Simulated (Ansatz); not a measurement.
# TbBOs: the cost of one run

Computed with Ansatz 0.2.0 (DFT PBE, scalar-relativistic, plane waves, PAW; 4f electrons in the core of a trivalent norm-conserving potential, unless a step's input says otherwise).

1 further run of the same task is left out (it didn't finish).

## Step 1: The starting structure

It takes space group P6_3mc (No. 186, hexagonal). The conventional cell has a = 4.029 Å, b = 4.029 Å, c = 6.943 Å, α = 90.00°, β = 90.00°, γ = 120.00°. Around Tb (site symmetry 3m) lie 6 B at 2.77 to 3.05 Å and 6 Os at 2.83 to 2.97 Å. B (site symmetry 3m) is surrounded by 4 Os at 2.35 to 3.12 Å and 6 Tb at 2.77 to 3.05 Å. Around Os (site symmetry 3m) lie 3 B at 2.35 Å.

As a file:

```
Tb B Os
1.0
     4.02894    0.00000    0.00000
    -2.01447    3.48917    0.00000
     0.00000    0.00000    6.94299
Tb B Os
2 2 2
Direct
  0.00000 0.00000 0.51357
  0.00000 0.00000 0.01357
  0.33333 0.66667 0.22895
  0.66667 0.33333 0.72895
  0.33333 0.66667 0.78027
  0.66667 0.33333 0.28027
```

The cell is invented: species swapped into a database cell of PrAgGe (P6_3mc, No. 186), with Tb on the Pr sites, Os on the Ag sites and B on the Ge sites. The dimensions are guesses.

## Step 2: A first look at the guess

Input file input.yaml:

```yaml
crystal:
  lattice:
    - [4.02894204, 0.0, 0.0]
    - [-2.01447102, 3.48916616, 0.0]
    - [0.0, 0.0, 6.94299423]
  atoms:
    - { symbol: Tb, position: [0.0, 0.0, 0.51357436] }
    - { symbol: Tb, position: [0.0, 0.0, 0.01357436] }
    - { symbol: B, position: [0.33333333, 0.66666667, 0.22895363] }
    - { symbol: B, position: [0.66666667, 0.33333333, 0.72895363] }
    - { symbol: Os, position: [0.33333333, 0.66666667, 0.78027201] }
    - { symbol: Os, position: [0.66666667, 0.33333333, 0.28027201] }
basis:
  ecutwfc: 690
kpoints:
  mp_grid: { grid: [6, 6, 4] }
hamiltonian:
  xc: pbe
  pseudopotentials:
    kind: paw
    azcp: { Tb: "pseudopotentials/pbe/nc/lanthanide_3plus/Tb.nc.azcp" }
scf:
  occupations: { method: gaussian, width: 0.1 }
  lower_state_search: "off"
output:
  forces: true
  stress: true
  eigenvalues: true
```

The run is started by

```bash
$ ansatz run input.yaml --threads 1 --pin off --max-ram 2560MiB --backend cpu --events-out ev --progress --plain --runs-dir out
```

**Question.** How long does this run take on 1 thread of Arm Neoverse V1, shared host, and how much memory does it need?

About 12 s, with a peak of 0.4 GiB.
